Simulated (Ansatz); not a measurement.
Nudged elastic band run: Mg8Si4HO

Input file:

```yaml
crystal:
  lattice:
    - [6.391, 0.0, 0.0]
    - [0.0, 6.391, 0.0]
    - [0.0, 0.0, 15.79325]
  atoms:
    - { symbol: Mg, position: [0.23157506, 0.86316705, 0.3394414] }
    - { symbol: Mg, position: [0.4588871, 0.45829887, 0.27791869] }
    - { symbol: Si, position: [0.0, 0.0, 0.0633182] }
    - { symbol: Mg, position: [0.2431168, 0.24397099, 0.1448658] }
    - { symbol: Mg, position: [0.2673298, 0.77171837, 0.14235796] }
    - { symbol: Si, position: [0.03604239, 0.54295543, 0.26177045] }
    - { symbol: Mg, position: [0.75822912, 0.75790214, 0.15245084] }
    - { symbol: Mg, position: [0.77057384, 0.26624481, 0.14213599] }
    - { symbol: Si, position: [0.5423358, 0.03526605, 0.26163942] }
    - { symbol: Mg, position: [0.86453473, 0.23024257, 0.33860243] }
    - { symbol: Mg, position: [0.76492271, 0.76457663, 0.35754823] }
    - { symbol: Si, position: [0.5, 0.5, 0.0633182] }
    - { symbol: O, position: [-0.01643899, 0.98268192, 0.40590117] }
    - { symbol: H, position: [0.00199391, 1.00477438, 0.46661482] }
basis:
  ecutwfc: 420.0
kpoints:
  mp_grid: { grid: [3, 3, 1] }
hamiltonian:
  xc: pbesol
scf:
  occupations: { method: gaussian, width: 0.1 }
  lower_state_search: "off"
  max_iter: 86
neb:
  images: 4
  f_tol: 0.05
  max_iterations: 50
  order_check: false
  climbing: false
  constraints: [{ sites: [2, 11] }]
  final_atoms:
    - { symbol: Mg, position: [0.22913034, 0.75685242, 0.35512218] }
    - { symbol: Mg, position: [0.09171332, 0.17884573, 0.32798231] }
    - { symbol: Si, position: [0.0, 0.0, 0.06331819] }
    - { symbol: Mg, position: [0.23704831, 0.26338062, 0.14196108] }
    - { symbol: Mg, position: [0.24572357, 0.75279501, 0.15089402] }
    - { symbol: Si, position: [-0.02804605, 0.51995204, 0.25347121] }
    - { symbol: Mg, position: [0.73381891, 0.76566425, 0.14633804] }
    - { symbol: Mg, position: [0.75222279, 0.24513277, 0.14324569] }
    - { symbol: Si, position: [0.47331965, 0.0275357, 0.25649302] }
    - { symbol: Mg, position: [0.53705505, 0.44135077, 0.28061834] }
    - { symbol: Mg, position: [0.7562478, 0.82391655, 0.35107876] }
    - { symbol: Si, position: [0.5, 0.5, 0.06331819] }
    - { symbol: O, position: [0.01046335, 0.94144391, 0.3915804] }
    - { symbol: H, position: [-0.50383055, 0.61361518, 0.38224417] }
```

Run as:

```bash
$ ansatz run input.yaml --threads 2 --pin off --max-ram 5120MiB --backend cpu --events-out ev --progress --plain --runs-dir out
```

Output, in part (warnings, iteration lines):

```
NEB end point (image 0): max|allowed force component| = 2.785e-2 eV/Å (the criterion of neb.relax_end_points is 1.000e-2)
NEB end point (image 5): max|allowed force component| = 2.749e-2 eV/Å (the criterion of neb.relax_end_points is 1.000e-2)
NEB iter   1: max|band force component| = 1.851e1 eV/Å  barrier→ = 8.3707 eV  barrier← = 8.8650 eV  Δτ_max = 0.2000 Å  (59 SCF iters)
NEB iter   2: max|band force component| = 8.860e0 eV/Å  barrier→ = 4.2795 eV  barrier← = 4.7738 eV  Δτ_max = 0.2000 Å  (38 SCF iters)
NEB iter   3: max|band force component| = 4.084e0 eV/Å  barrier→ = 2.8583 eV  barrier← = 3.3526 eV  Δτ_max = 0.2000 Å  (38 SCF iters)
NEB iter   4: max|band force component| = 1.779e0 eV/Å  barrier→ = 1.5889 eV  barrier← = 2.0832 eV  Δτ_max = 0.1963 Å  (35 SCF iters)
NEB iter   5: max|band force component| = 2.601e0 eV/Å  barrier→ = 1.3504 eV  barrier← = 1.8447 eV  Δτ_max = 0.1016 Å  (32 SCF iters)
NEB iter   6: max|band force component| = 7.951e-1 eV/Å  barrier→ = 1.2440 eV  barrier← = 1.7383 eV  Δτ_max = 0.2000 Å  (33 SCF iters)
NEB iter   7: max|band force component| = 9.230e-1 eV/Å  barrier→ = 1.1469 eV  barrier← = 1.6412 eV  Δτ_max = 0.0994 Å  (35 SCF iters)
NEB iter   8: max|band force component| = 3.013e-1 eV/Å  barrier→ = 0.9609 eV  barrier← = 1.4552 eV  Δτ_max = 0.1989 Å  (34 SCF iters)
NEB iter   9: max|band force component| = 1.453e-1 eV/Å  barrier→ = 0.8568 eV  barrier← = 1.3511 eV  Δτ_max = 0.2000 Å  (34 SCF iters)
NEB iter  10: max|band force component| = 1.254e-1 eV/Å  barrier→ = 0.8181 eV  barrier← = 1.3124 eV  Δτ_max = 0.1988 Å  (36 SCF iters)
NEB iter  11: max|band force component| = 9.410e-2 eV/Å  barrier→ = 0.7956 eV  barrier← = 1.2899 eV  Δτ_max = 0.0482 Å  (35 SCF iters)
NEB iter  12: max|band force component| = 3.518e-2 eV/Å  barrier→ = 0.7920 eV  barrier← = 1.2863 eV  Δτ_max = 0.0000 Å  (30 SCF iters)
```

It converged. No image climbed, so the highest image needn't sit at the top of the path. A band with more images between the same ends climbed to 1.46 eV, so this one has probably stepped over the top. Limits of this set-up: coarse k mesh, thin slab, slab without dipole correction, odd electron count without spin, a typed lattice constant that wasn't relaxed here.

Final band (atoms are numbered from 1 in the order of the input):

```
image  path coordinate (Å)  energy (eV)  Mg2–Mg5 (Å)  Mg10–O13 (Å)  O13–H14 (Å)
    0                 0.00         0.00         3.18          2.05         0.98
    1                 1.82         0.07         3.86          2.06         0.98
    2                 3.65         0.79         4.46          2.14         1.00
    3                 5.47         0.60         4.32          1.98         3.06
    4                 7.29        -0.15         4.05          3.61         3.57
    5                 9.12        -0.49         4.03          4.74         3.75
```

Time of the run: 2.1 min on 2 threads of AMD EPYC 9R45 96-Core Processor (Zen 5), with other jobs on the host, peak memory 1.6 GiB.
